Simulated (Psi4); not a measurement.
# MP3/def2-SVP run of TiHCl3O (SMILES Cl[Ti](Cl)(Cl)O)

Aim: the energy change on altering one bond length of TiHCl3O at MP3/def2-SVP, from 2 runs. Input form: a Python script.

Program for the calculation: Psi4 1.11.

4 further runs of the same task are left out: 4 that didn't finish.

## Step 1: The molecule

The species is TiHCl3O (6 atoms), meant as a singlet with charge 0. SMILES: `Cl[Ti](Cl)(Cl)O`. Geometry: relaxed at PBE0-D4/def2-TZVP.

Bond lengths: Cl1–Ti2 2.179 Å, Ti2–Cl3 2.179 Å, Ti2–Cl4 2.180 Å, Ti2–O5 1.745 Å, O5–H6 0.958 Å. Angles: Cl1–Ti2–Cl3 108.5°, Cl1–Ti2–Cl4 110.3°, Cl1–Ti2–O5 109.1°, Cl3–Ti2–Cl4 110.3°, Cl3–Ti2–O5 109.1°, Cl4–Ti2–O5 109.5°, Ti2–O5–H6 146.9°.

## Step 2: The energy at MP3/def2-SVP

cl3hoti.xyz reads:

```xyz
6
Cl3HOTi
Cl    -1.629250    -0.831330     1.360800
Ti    -0.080580    -0.347470    -0.093680
Cl     1.757320    -1.362960     0.488070
Cl    -0.693400    -0.978720    -2.087950
O      0.191890     1.375840    -0.087440
H      0.454040     2.144630     0.420190
```

calc.py reads:

```python
import psi4

psi4.set_memory(2200000000)
psi4.set_num_threads(1)
psi4.core.set_output_file('cl3hoti.out', False)

with open('cl3hoti.xyz') as f:
    atoms = ''.join(f.readlines()[2:])
mol = psi4.geometry('0 1\n' + atoms + 'symmetry c1')

psi4.set_options(dict(puream=True, e_convergence=1e-09, d_convergence=1e-08, scf_type='pk', num_frozen_docc=21, mp_type='conv'))

result = psi4.energy('mp3/def2-SVP', molecule=mol)
print('E =', round(result, 9))
```

Command:

```console
$ python calc.py
```

cl3hoti.out, shortened:

```text
[...]
  Running in c1 symmetry.
[...]
  Nuclear repulsion =  537.727169234765938
[...]
  Multiplicity = 1
[...]
  Nalpha       = 41
  Nbeta        = 41
[...]
    Number of basis functions: 104
[...]
   @RHF iter   1: -2301.63536585040174   -1.08052e+00   7.41478e-03 DIIS/ADIIS
[...]
   @RHF iter  14: -2301.97498205546890   -3.18323e-12   3.93833e-09 DIIS
[...]
    Orbital Energies [Eh]
    ---------------------
    Doubly Occupied:
       1A   -183.606040     2A   -104.802486     3A   -104.802320
       4A   -104.799541     5A    -21.774611     6A    -20.610889
       7A    -18.148709     8A    -18.148565     9A    -18.148470
      10A    -10.567111    11A    -10.566951    12A    -10.564188
      13A     -8.041070    14A     -8.040911    15A     -8.039111
      16A     -8.039048    17A     -8.038953    18A     -8.038888
      19A     -8.038153    20A     -8.036198    21A     -8.036100
      22A     -3.121544    23A     -2.044334    24A     -2.034685
      25A     -2.034222    26A     -1.334875    27A     -1.092641
      28A     -1.082241    29A     -1.080272    30A     -0.748445
      31A     -0.584234    32A     -0.580029    33A     -0.540791
      34A     -0.531290    35A     -0.528863    36A     -0.508006
[...]
  @RHF Final Energy: -2301.97498205546890
   => Energetics <=
    Nuclear Repulsion Energy =            537.7271692347659382
    One-Electron Energy =               -4241.1376187437272165
    Two-Electron Energy =                1401.4354674534922651
    Total Energy =                      -2301.9749820554688995
[...]
 Multipole Moments:
 ------------------------------------------------------------------------------------
     Multipole            Electronic (a.u.)      Nuclear  (a.u.)        Total (a.u.)
 ------------------------------------------------------------------------------------
 L = 1.  Multiply by 2.5417464519 to convert [e a0] to [Debye]
 Dipole X            :         -0.3293871            0.5895922            0.2602051
 Dipole Y            :         -1.8631996            2.8473893            0.9841897
 Dipole Z            :         -0.1351727            0.5112891            0.3761164
 Magnitude           :                                                    1.0852647
[...]
	SCS-MP2 Total Energy (a.u.)        : -2302.83525011617076
	SOS-MP2 Total Energy (a.u.)        : -2302.81038805332810
[...]
	SOS-PI-MP2 Total Energy (a.u.)     : -2302.87465005316380
[...]
	MP2 Total Energy (a.u.)            : -2302.88497424185516
[...]
	SCS-MP3 Total Energy (a.u.)        : -2302.83435421785725
[...]
	MP3 Total Energy (a.u.)            : -2302.88139064860070
[...]
```

Standard output:

```text
E = -2302.881390649
```

Wall time 8.4 s (1 thread of Intel Xeon 6975P-C (Granite Rapids), shared host); peak memory 0.81 GiB.

## Step 3: The distorted shape at the same level

cl3hoti.py reads:

```python
import psi4

psi4.set_memory(2200000000)
psi4.set_num_threads(1)
psi4.set_output_file('run.log', False)

m = psi4.geometry("""
0 1
Cl    -2.868195    -1.218421     2.524392
Ti    -0.080580    -0.347470    -0.093680
Cl     1.757320    -1.362960     0.488070
Cl    -0.693400    -0.978720    -2.087950
O      0.191890     1.375840    -0.087440
H      0.454040     2.144630     0.420190
symmetry c1
no_reorient
no_com
""")

psi4.set_options({
    'basis': 'def2-SVP',
    'puream': True,
    'e_convergence': 1e-09,
    'd_convergence': 1e-08,
    'scf_type': 'pk',
    'num_frozen_docc': 21,
    'mp_type': 'conv',
})

E = psi4.energy('mp3', molecule=m)
print(f'mp3 energy: {E:.10f} Eh')
```

Command:

```console
$ python cl3hoti.py
```

run.log, shortened:

```text
[...]
  Running in c1 symmetry.
[...]
  Nuclear repulsion =  463.506170961018768
[...]
  Multiplicity = 1
[...]
  Nalpha       = 41
  Nbeta        = 41
[...]
    Number of basis functions: 104
[...]
   @RHF iter   1: -2301.35941468973897   -1.09401e+00   7.64893e-03 ADIIS/DIIS
[...]
   @RHF iter  17: -2301.80245718677543   -1.81899e-11   7.16613e-09 DIIS
[...]
  @RHF Final Energy: -2301.80245718677543
   => Energetics <=
    Nuclear Repulsion Energy =            463.5061709610187677
    One-Electron Energy =               -4091.0669989650327807
    Two-Electron Energy =                1325.7583708172387560
    Total Energy =                      -2301.8024571867754275
[...]
 Multipole Moments:
 ------------------------------------------------------------------------------------
     Multipole            Electronic (a.u.)      Nuclear  (a.u.)        Total (a.u.)
 ------------------------------------------------------------------------------------
 L = 1.  Multiply by 2.5417464519 to convert [e a0] to [Debye]
 Dipole X            :         60.3282530          -57.5540186            2.7742345
 Dipole Y            :        105.6150888         -103.9627291            1.6523597
 Dipole Z            :        -27.2570424           25.2777590           -1.9792834
 Magnitude           :                                                    3.7873780
[...]
	SCS-MP2 Total Energy (a.u.)        : -2302.68107544979694
	SOS-MP2 Total Energy (a.u.)        : -2302.65757564254409
[...]
	SOS-PI-MP2 Total Energy (a.u.)     : -2302.72335398529549
[...]
	MP2 Total Energy (a.u.)            : -2302.72807506430217
[...]
	SCS-MP3 Total Energy (a.u.)        : -2302.67462763751246
[...]
	MP3 Total Energy (a.u.)            : -2302.70228381516381
[...]
```

On the terminal:

```text
mp3 energy: -2302.7022838152 Eh
```

Run time: 8.4 s. Hardware: 1 thread of Intel Xeon 6975P-C (Granite Rapids), shared host; peak memory 0.81 GiB.

## Step 4: What came out

At MP3/def2-SVP, 21 core orbitals frozen:

| quantity | value |
| --- | --- |
| first shape: total energy | -2302.88139 Eh |
| first shape: HOMO energy (Hartree–Fock orbitals) | -12.41 eV |
| first shape: LUMO energy (Hartree–Fock orbitals) | 0.43 eV |
| first shape: HOMO–LUMO gap (Hartree–Fock orbitals) | 12.84 eV |
| first shape: correlation energy (21 core orbitals frozen) | -906.4 mEh |
| distorted shape: total energy | -2302.70228 Eh |
| distorted shape: HOMO energy (Hartree–Fock orbitals) | -8.60 eV |
| distorted shape: LUMO energy (Hartree–Fock orbitals) | -2.57 eV |
| distorted shape: HOMO–LUMO gap (Hartree–Fock orbitals) | 6.03 eV |
| distorted shape: correlation energy (21 core orbitals frozen) | -899.8 mEh |
| energy change with the Cl1–Ti2 bond stretched from 2.179 to 3.922 Å | 4.874 eV |

**Reading.** One bond (distorted shape) is far stretched, which a spin-restricted single reference describes badly; perturbation theory on it can break down and give far too much correlation. With the Cl1–Ti2 bond stretched from 2.179 to 3.922 Å the energy rises by 4.87 eV (470 kJ/mol). The first shape isn't relaxed at this level, so the change isn't measured from a minimum. A restricted reference can't describe the breaking bond well at this length.
